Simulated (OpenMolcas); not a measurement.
**URPBE/6-31G(d,p) (RICD fitting, Cartesian functions, electric field -0.01 a.u., field axis z) run of SiNH3OF (SMILES [NH][SiH](O)F)**

Aim: the energy change on altering one bond length of SiNH3OF at URPBE/6-31G** (RICD fitting, Cartesian functions, electric field -0.01 a.u., field axis z), from 2 runs. 

The results are computed with OpenMolcas 26.06.

5 further runs of the same task are left out: 5 set aside as unsound or not needed.

### 1 The molecule

The species is SiNH3OF (7 atoms), meant as a doublet with charge 0. As SMILES, `[NH][SiH](O)F`. The coordinates come from a GFN2-xTB relaxation. This is one conformer, not always the lowest.

Bond lengths: N1–Si2 1.690 Å, Si2–O3 1.609 Å, Si2–F4 1.611 Å, N1–H5 1.005 Å, Si2–H6 1.459 Å, O3–H7 0.952 Å. Angles: N1–Si2–O3 111.4°, N1–Si2–F4 113.2°, O3–Si2–F4 107.1°, N1–Si2–H6 112.4°, O3–Si2–H6 108.1°, F4–Si2–H6 104.1°, Si2–N1–H5 125.3°, Si2–O3–H7 121.3°.

### 2 The energy at URPBE/6-31G(d,p) (RICD fitting, Cartesian functions, electric field -0.01 a.u., field axis z)

The input, run.input:

```
&GATEWAY
 Coord
 7
 angstrom
 N       -0.546340       0.896620      -0.923180
 Si      -0.090000      -0.120460       0.347090
 O        1.426430      -0.630320       0.175610
 F       -1.018910      -1.430380       0.477020
 H       -1.480240       1.222910      -1.099240
 H       -0.205990       0.528880       1.648270
 H        1.915060      -0.467250      -0.625570
 Basis
 6-31G**
 Group
 Full
 RICD

&SEWARD

&FFPT
 Dipole
 Z 0.01

&SCF
 UHF
 Spin
 2
 KSDFT
 2
 1.0 GGA_X_RPBE
 1.0 GGA_C_PBE
 PrOrbitals
 1
```

Command:

```console
$ export MOLCAS_MEM=1860
$ pymolcas run.input > run.log
```

Log:

```text
--- Start Module: gateway ---
[...]
--- Stop Module: gateway /rc=_RC_ALL_IS_WELL_ ---
[...]
      Basis functions           79
[...]
--- Start Module: ffpt ---
[...]
--- Stop Module: ffpt /rc=_RC_ALL_IS_WELL_ ---
--- Start Module: scf ---
[...]
       Convergence after  15 Iterations
[...]
::    Total KS-DFT energy                            -521.0964056317
[...]
      Total spin, S                                     0.5012407362
[...]
      Total electronic charge=   41.000000
      Total            charge=   -0.000000
[...]
      Dipole Moment (debye):
      Origin of the operator (angstrom)=   -0.0810   -0.3347    0.1072
                   X= -2.4181E-01               Y=  1.4740E+00               Z= -2.0242E+00           Total=  2.5156E+00
      Quadrupole Moment (debye*angstrom):
[...]
--- Stop Module: scf /rc=_RC_ALL_IS_WELL_ ---
[...]
```

It took 6 s on 1 thread of Intel Xeon 6975P-C (Granite Rapids), shared host; peak memory 0.25 GiB.

### 3 The distorted shape at the same level

The input, run.inp:

```
&GATEWAY
  Coord
  7
  angstrom
  N       -1.002678       1.913695      -2.193443
  Si      -0.090000      -0.120460       0.347090
  O        1.426430      -0.630320       0.175610
  F       -1.018910      -1.430380       0.477020
  H       -1.936578       2.239985      -2.369503
  H       -0.205990       0.528880       1.648270
  H        1.915060      -0.467250      -0.625570
  Basis=6-31G**
  Group=Full
  RICD

&SEWARD

&FFPT
  Dipole
  Z 0.01

&SCF
  UHF
  Spin=2
  KSDFT=2
  1.0 GGA_X_RPBE
  1.0 GGA_C_PBE
  PrOrbitals=1
```

Command:

```console
$ export MOLCAS_MEM=1860
$ pymolcas run.inp > run.log
```

Log:

```text
--- Start Module: gateway ---
[...]
--- Stop Module: gateway /rc=_RC_ALL_IS_WELL_ ---
[...]
      Basis functions           79
[...]
--- Start Module: ffpt ---
[...]
--- Stop Module: ffpt /rc=_RC_ALL_IS_WELL_ ---
--- Start Module: scf ---
[...]
       Convergence after  19 Iterations
[...]
::    Total KS-DFT energy                            -520.9665660775
[...]
      Total spin, S                                     0.8524086836
[...]
      Total electronic charge=   41.000000
      Total            charge=   -0.000000
[...]
      Dipole Moment (debye):
      Origin of the operator (angstrom)=   -0.1666   -0.1439   -0.1311
                   X=  5.8855E-02               Y=  1.4863E+00               Z= -2.1274E+00           Total=  2.5958E+00
      Quadrupole Moment (debye*angstrom):
[...]
--- Stop Module: scf /rc=_RC_ALL_IS_WELL_ ---
[...]
```

Run time: 6.3 s. Hardware: 1 thread of Intel Xeon 6975P-C (Granite Rapids), shared host; peak memory 0.25 GiB.

### 4 Summary of results

Level: URPBE/6-31G** (RICD fitting, Cartesian functions, electric field -0.01 a.u., field axis z).

```
                                                          quantity          value
                                         first shape: total energy  -521.09641 Eh
                                                 first shape: ⟨S²⟩          0.752
                                     distorted shape: total energy  -520.96657 Eh
                                             distorted shape: ⟨S²⟩          1.579
energy change with the N1–Si2 bond stretched from 1.690 to 3.380 Å       3.533 eV
```

**Reading.** With the N1–Si2 bond stretched from 1.690 to 3.380 Å the energy rises by 3.53 eV (341 kJ/mol). The first shape isn't relaxed at this level, so the change isn't measured from a minimum. ⟨S²⟩ (distorted shape) is 1.58 where a pure doublet has 0.75: the reference is spin-contaminated.
